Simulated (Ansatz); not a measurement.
# H6LuN3 (Lu(NH2)3): the cost of one run

Method: DFT PBE, plane waves, PAW, molecule in a box with 9 Å of vacuum; program: Ansatz 0.2.0.

3 further runs of the same task are left out: 2 for a known fault of the program, 1 that didn't finish.

**1. Starting geometry**

10 atoms, charge 0, spin multiplicity 1.

Bond lengths: Lu1–N2 2.125 Å, Lu1–N5 2.125 Å, Lu1–N8 2.125 Å, N2–H3 1.020 Å, N2–H4 1.020 Å, N5–H6 1.020 Å, N5–H7 1.020 Å, N8–H9 1.020 Å, N8–H10 1.020 Å. Angles: N2–Lu1–N5 120.4°, N2–Lu1–N8 119.5°, N5–Lu1–N8 120.1°, Lu1–N2–H3 128.1°, Lu1–N2–H4 126.6°, H3–N2–H4 105.3°, Lu1–N5–H6 127.1°, Lu1–N5–H7 127.6°, H6–N5–H7 105.3°, Lu1–N8–H9 127.8°, Lu1–N8–H10 126.9°, H9–N8–H10 105.3°.

Geometry (Å):

```xyz
10

Lu   -0.0053    0.0107   -0.0356
N     2.1122    0.0073   -0.2157
H     2.7470    0.8055   -0.1955
H     2.7124   -0.8118   -0.3120
N    -1.0582    1.8384    0.2228
H    -2.0631    1.9570    0.3517
H    -0.6710    2.7820    0.2446
N    -1.0573   -1.8359   -0.0272
H    -2.0630   -1.9827    0.0614
H    -0.6537   -2.7704   -0.0946
```

Formal oxidation states: Lu +3. Each metal's 14 4f electrons lie in its core potential, so multiplicities, spins and levels count the valence alone. In the runs below they are in the valence, and the state is a singlet. An earlier session relaxed this geometry at PBE0, Lu lcecp-1-SVP with ECP60, N def2-SVP, H def2-SVP (singlet, point group Cs).

**2. Scalar-relativistic**

Contents of input.yaml:

```yaml
crystal:
  lattice:
    - [13.81, 0.0, 0.0]
    - [0.0, 14.55, 0.0]
    - [0.0, 0.0, 9.66]
  atoms:
    - { symbol: Lu, position: [0.47486242, 0.50041649, 0.49445031] }
    - { symbol: "N", position: [0.62819117, 0.50018557, 0.47581056] }
    - { symbol: H, position: [0.67416293, 0.55504536, 0.47789959] }
    - { symbol: H, position: [0.6716546, 0.44389003, 0.46583851] }
    - { symbol: "N", position: [0.39862346, 0.62603505, 0.52120393] }
    - { symbol: H, position: [0.32585083, 0.63418557, 0.53454348] }
    - { symbol: H, position: [0.42665967, 0.69088454, 0.52345756] }
    - { symbol: "N", position: [0.39868284, 0.37350584, 0.49531677] }
    - { symbol: H, position: [0.32586459, 0.36341581, 0.50448758] }
    - { symbol: H, position: [0.42791383, 0.30927835, 0.48833747] }
basis:
  ecutwfc: 420
  ecutrho_ratio: 4
kpoints:
  mp_grid: { grid: [1, 1, 1] }
hamiltonian:
  xc: pbe
scf:
  occupations: { method: gaussian, width: 0.01 }
output:
  forces: true
  eigenvalues: true
  populations: true
  hubbard: { sites: [{ species: Lu, l: f }] }
```

The run is started by

```sh
$ ansatz run input.yaml --threads 2 --pin off --max-ram 5120MiB --backend cpu --events-out ev --progress --plain --runs-dir out
```

**Question.** How long does this run take on 2 threads of Intel Xeon 6975P-C (Granite Rapids), shared host, and how much memory does it need?

About 3.7 s, with a peak of 1.1 GiB.
